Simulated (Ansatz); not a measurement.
# AlBH4NSb: one species, many methods

An exercise on one series of results from a longer session: the logs are not shown, and one member is left open.

Program: Ansatz 0.2.0, Gaussian basis. Level of theory: functionals in def2-TZVPP, the program's frozen cores in correlated methods. These are calculated values, not measurements.

Plan: LDA (SPW92), PBE-D4, revPBE-D4, BLYP-D4, r2SCAN-D4, B97M-V, PBE0-D4, B3LYP-D4, r2SCANh-D4, r2SCAN0-D4, HSE06-D4, BHLYP-D4, CAM-B3LYP-D4, LC-ωPBE, ωB97X-V, ωB97M-V, B2PLYP, PBE-QIDH; CCSD(T)/def2-SVP; CCSD(T)/def2-TZVPP; MP2/def2-QZVPP; extrapolation to the limit; RPA on PBE.

## The geometry

The geometry comes from an earlier relaxation with PBE0-D4 in a triple-zeta def2 set; it is a stationary point, not always the lowest conformer. Sb takes the def2 core potential; no spin-orbit term is included.

SMILES `[BH]1[NH][SbH][AlH]1`, 8 atoms, charge 0, spin multiplicity 1.

Atoms are counted from 1 here; the program's logs count them from 0.

Bond lengths: B1–N2 1.395 Å, B1–Al4 2.131 Å, B1–H5 1.200 Å, N2–Sb3 2.104 Å, N2–H6 1.014 Å, Sb3–Al4 2.694 Å, Sb3–H7 1.722 Å, Al4–H8 1.592 Å. Angles: N2–B1–Al4 97.2°, N2–B1–H5 121.8°, Al4–B1–H5 141.0°, B1–N2–Sb3 118.9°, B1–N2–H6 121.8°, Sb3–N2–H6 119.2°, N2–Sb3–Al4 66.9°, N2–Sb3–H7 94.3°, Al4–Sb3–H7 90.3°, B1–Al4–Sb3 77.0°, B1–Al4–H8 149.1°, Sb3–Al4–H8 133.9°.

Set-up of the first run:

Contents of in.yaml:

```yaml
crystal:
  periodic: [false, false, false]
  atoms:
    - {symbol: B, position_ang: [-0.910338, 0.759944, -0.235068]}
    - {symbol: N, position_ang: [0.398770, 1.060951, 0.140962]}
    - {symbol: Sb, position_ang: [1.867584, -0.439314, 0.001215]}
    - {symbol: Al, position_ang: [-0.591375, -1.298712, -0.684796]}
    - {symbol: H, position_ang: [-1.780747, 1.585984, -0.212207]}
    - {symbol: H, position_ang: [0.667002, 1.989808, 0.447332]}
    - {symbol: H, position_ang: [1.626447, -1.005950, 1.609351]}
    - {symbol: H, position_ang: [-1.185042, -2.709910, -1.122588]}
basis:
  gaussian: {orbitals: def2-TZVPP}
hamiltonian: {xc: lda}
output: {orbitals: {seedname: orbitals}}
```

Launch:

```
$ ansatz run in.yaml --threads 2 --pin off --events-out ev --progress --plain --max-ram 4352MiB
```

Among the steps run: LDA; PBE-D4 (GGA); revPBE-D4 (GGA); BLYP-D4 (GGA); r2SCAN-D4 (meta-GGA); B97M-V (meta-GGA); B3LYP-D4 (hybrid); r2SCANh-D4 (hybrid); r2SCAN0-D4 (hybrid); HSE06-D4 (hybrid); BHLYP-D4 (hybrid); CAM-B3LYP-D4 (range-separated); LC-ωPBE (range-separated); ωB97X-V (range-separated); ωB97M-V (range-separated); B2PLYP (double hybrid); PBE-QIDH (double hybrid).

One of the session's tables, all rows but one given; the rest of the session is left out.

It belongs to the step «Frontier levels by functional». 

```
  functional  HOMO (eV)  LUMO (eV)  gap (eV)
 LDA (SPW92)      -5.21      -3.06      2.15
      PBE-D4          ?          ?         ?
   revPBE-D4      -5.04      -2.75      2.29
     BLYP-D4      -4.93      -2.68      2.25
   r2SCAN-D4      -5.28      -2.66      2.62
      B97M-V      -5.26      -2.74      2.52
     PBE0-D4      -6.01      -2.07      3.94
    B3LYP-D4      -5.83      -2.23      3.60
  r2SCANh-D4      -5.62      -2.38      3.24
  r2SCAN0-D4      -6.14      -1.98      4.16
    HSE06-D4      -5.63      -2.45      3.19
    BHLYP-D4      -6.80      -1.23      5.58
CAM-B3LYP-D4      -7.16      -1.06      6.10
     LC-ωPBE      -8.37      -0.04      8.33
     ωB97X-V      -8.08      -0.13      7.95
     ωB97M-V      -7.91      -0.37      7.54
```

Estimate the missing values for PBE-D4.

The run gave: HOMO (eV): -5.09; LUMO (eV): -2.85; gap (eV): 2.24. In the column «HOMO (eV)» it lies between LDA (SPW92) (-5.21) and revPBE-D4 (-5.04).
